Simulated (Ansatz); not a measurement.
# InH₂Br (SMILES [Br][InH2]): functionals against CCSD(T) at one geometry

An exercise on one series of results from a longer session: the logs are not shown, and one member is left open.

Program: Ansatz 0.2.0, Gaussian basis. Level of theory: single points in def2-TZVPP. These are calculated values, not measurements.

Correlated methods freeze the cores. Filled d shells of the heavier atoms are correlated. Core potentials replace the inner electrons past krypton, and spin-orbit coupling is left out.

## The starting structure

SMILES `[Br][InH2]`, 4 atoms, charge 0, spin multiplicity 1.

Atoms are counted from 1 here; the program's logs count them from 0.

Bond lengths: Br1–In2 2.248 Å, In2–H3 1.956 Å, In2–H4 1.670 Å. Angles: Br1–In2–H3 128.0°, Br1–In2–H4 126.8°, H3–In2–H4 105.2°.

Geometry (Å):

```xyz
4
charge 0, multiplicity 1
Br   -1.7393    0.7120   -1.1139
In    0.0565    0.0705    0.0767
H     0.7907   -1.7316    0.2734
H     1.0644    1.0542    0.9737
```

The first run:

Input file run/in.yaml:

```yaml
crystal:
  periodic: [false, false, false]
  atoms:
    - {symbol: Br, position_ang: [-1.739300, 0.712000, -1.113900]}
    - {symbol: In, position_ang: [0.056500, 0.070500, 0.076700]}
    - {symbol: H, position_ang: [0.790700, -1.731600, 0.273400]}
    - {symbol: H, position_ang: [1.064400, 1.054200, 0.973700]}
basis:
  gaussian: {orbitals: def2-TZVPP}
correlation: {method: ccsd_t}
output: {forces: true}
```

Command:

```console
$ ansatz run in.yaml --threads 4 --pin off --events-out ev --progress --plain --max-ram 5222MiB
```

Among the steps run: CCSD(T)/def2-TZVPP; PBE0-D4/def2-TZVPP; wB97M-V/def2-TZVPP; r2SCAN-D4/def2-TZVPP; PBE-D4/def2-TZVPP; SPW92/def2-TZVPP; CAM-B3LYP-D4/def2-TZVPP.

One of the session's tables, all rows but one given; the rest of the session is left out.

```
      method  RMS force component (eV/Å)  angle to CCSD(T) forces (°)  dipole (D)
     CCSD(T)                       1.977                    reference        0.51
     PBE0-D4                       1.915                          0.9        0.54
     wB97M-V                           ?                            ?           ?
   r2SCAN-D4                       1.921                          0.6        0.54
      PBE-D4                       1.938                          3.3        0.52
       SPW92                       1.727                          2.1        0.52
CAM-B3LYP-D4                       1.957                          0.5        0.55
```

Estimate the missing values for wB97M-V.

The run gave: RMS force component (eV/Å): 1.951; angle to CCSD(T) forces (°): 1.0; dipole (D): 0.56. In the column «RMS force component (eV/Å)» it lies between PBE-D4 (1.938) and CAM-B3LYP-D4 (1.957).

To keep in mind: The reference is not at the basis limit: in triple zeta CCSD(T) underbinds, which counts against methods that bind more; the gaps are no ranking.
